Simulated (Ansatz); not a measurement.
From input file to script: C₂H₄SSi, SMILES [SiH3]C=C=S in Ansatz 0.2.0.

```yaml
crystal:
  periodic: [false, false, false]
  atoms:
    - { symbol: Si, position_ang: [-0.296, 0.9109, -0.4236] }
    - { symbol: C, position_ang: [-0.2776, -0.7981, -0.0044] }
    - { symbol: C, position_ang: [0.6656, -1.2363, 0.7153] }
    - { symbol: S, position_ang: [2.1124, -1.8631, 1.7408] }
    - { symbol: H, position_ang: [-1.5403, 1.2007, -1.291] }
    - { symbol: H, position_ang: [-0.4445, 1.8097, 0.7829] }
    - { symbol: H, position_ang: [0.8839, 1.357, -1.2042] }
    - { symbol: H, position_ang: [-1.0113, -1.4379, -0.3716] }
accuracy: high
basis:
  gaussian:
    orbitals: "6-31G"
hamiltonian:
  xc: hf
md:
  timestep: 1.0
  n_steps: 20
  ensemble: nvt_langevin
  temperature: 200.0
  friction: 0.01
  initial_velocities: maxwell_boltzmann
  seed: 11
```

`md_c2h4ssi.py`
```python
'''A short Born-Oppenheimer trajectory of C2H4SSi.'''

import ansatz as az
from ase import Atoms
import numpy as np

atoms = Atoms(['Si', 'C', 'C', 'S', 'H', 'H', 'H', 'H'], positions=[
    (-0.296, 0.9109, -0.4236),
    (-0.2776, -0.7981, -0.0044),
    (0.6656, -1.2363, 0.7153),
    (2.1124, -1.8631, 1.7408),
    (-1.5403, 1.2007, -1.291),
    (-0.4445, 1.8097, 0.7829),
    (0.8839, 1.357, -1.2042),
    (-1.0113, -1.4379, -0.3716),
])
geometry = az.Crystal.molecule_from_ase(atoms)

base = (
    geometry.calculation()
    .basis(gaussian='6-31G')
    .functional('hf')
    .accuracy('high')
    .md('nvt_langevin', timestep=1.0, steps=20, temperature=200, initial_velocities='maxwell_boltzmann', seed=11, friction=0.01)
)
frames = []
base.session().plan().execute(on_event=lambda e: frames.append(e['data']) if e['event'] == 'md_step' else None)
print('t (fs)   E_pot (eV)      E_kin (eV)   T (K)   d(0-1) (A)')
for f in frames[::2]:
    xyz = np.array(f['positions_ang'])
    print(f'{f["time_fs"]:6.2f} {f["lagrangian_ev"]:14.5f} {f["e_kin_ev"]:10.5f} {f["temperature_k"]:8.1f} {np.linalg.norm(xyz[0] - xyz[1]):9.4f}')
print('mean temperature', round(float(np.mean([f['temperature_k'] for f in frames])), 1), 'K')
symbols = [site.symbol for site in geometry.cartesian_sites]
with open('last_frame.xyz', 'w') as handle:
    handle.write(f'{len(symbols)}\nt = {frames[-1]["time_fs"]} fs\n')
    handle.writelines('{:2s} {:10.5f} {:10.5f} {:10.5f}\n'.format(s, *xyz) for s, xyz in zip(symbols, frames[-1]['positions_ang']))
```

```console
$ python md_c2h4ssi.py
t (fs)   E_pot (eV)      E_kin (eV)   T (K)   d(0-1) (A)
  0.00   -20797.15017    0.18096    175.0    1.7598
  2.00   -20797.31801    0.31632    305.9    1.7785
  4.00   -20797.51661    0.45429    439.3    1.8123
  6.00   -20797.73295    0.64933    627.9    1.8565
  8.00   -20797.93442    0.87159    842.9    1.9074
 10.00   -20798.07105    0.97218    940.1    1.9609
 12.00   -20798.18184    1.03881   1004.6    2.0120
 14.00   -20798.18255    1.01066    977.4    2.0574
 16.00   -20798.03373    0.84171    814.0    2.0961
 18.00   -20797.71782    0.49294    476.7    2.1219
 20.00   -20797.47183    0.24246    234.5    2.1267
mean temperature 640.1 K
```

Notes:
- These settings explore the input space; basis and method may be short of convergence.
- The trajectory is only some femtoseconds long, so its temperature is not equilibrated; where the script doesn't relax first, it starts from a rough generated geometry.
- The printed temperature counts all 3N degrees of freedom under Langevin dynamics, so the first row lies under the target.
- With hydrogen a step over 0.5 fs is long.
- Timing: 49 s on 1 thread of Arm Neoverse V2, with other jobs on the host, peak memory 0.21 GiB.

(Lines on the test bed's own set-up are left out of the output.)
